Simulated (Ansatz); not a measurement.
GdO:

```
Gd O
1.0
     2.80181    0.00000    0.00000
     0.00000    2.80181    0.00000
     0.00000    0.00000    2.80181
Gd O
1 1
Direct
  0.00000 0.00000 0.00000
  0.50000 0.50000 0.50000
```

The cell comes from a database or a generator and needn't be the stable form of this composition.

Base run:

```yaml
Program: Ansatz 0.2.0
Functional: r2SCAN
Potentials_or_basis: Ansatz PAW
Cutoff: 500 eV
Density_cutoff: 2000 eV
k_mesh: 9 × 9 × 9
Occupations: fermi-dirac, width 0.05 eV
Spin: collinear spin, ferromagnetic start
Starting_moments: "[7.0, 0.0] μB"
Hubbard_terms: Gd f U = 6 eV
```

Its results: band gap on the k mesh none (metal or under the smearing width); pressure 53.6 GPa; net moment 7.60 μB per cell; site moments Gd +7.19; O -0.02 μB.

Task: The run is repeated on the same cell with these changes: hubbard terms from Gd f U = 6 eV to Gd f U = 5 eV. What comes out?

Result: Band gap on the k mesh none (metal or under the smearing width); pressure 53.2 GPa; net moment 7.60 μB per cell; site moments Gd +7.18; O -0.01 μB.

Caveats: the magnetic or orbital state may not be the lowest; a pressure of tens of GPa on the cell as given is suspect, and the run, the potentials or the cell itself is likely at fault; spin-orbit coupling is left out, which moves the levels of the heavy elements; a cell with one magnetic atom can't hold antiferromagnetic order, which such compounds often take; the PAW data sets come from PBE, with cores solved anew for the run's functional, which leaves a small shift of forces and pressure.

Not every run made on this cell is shown here.
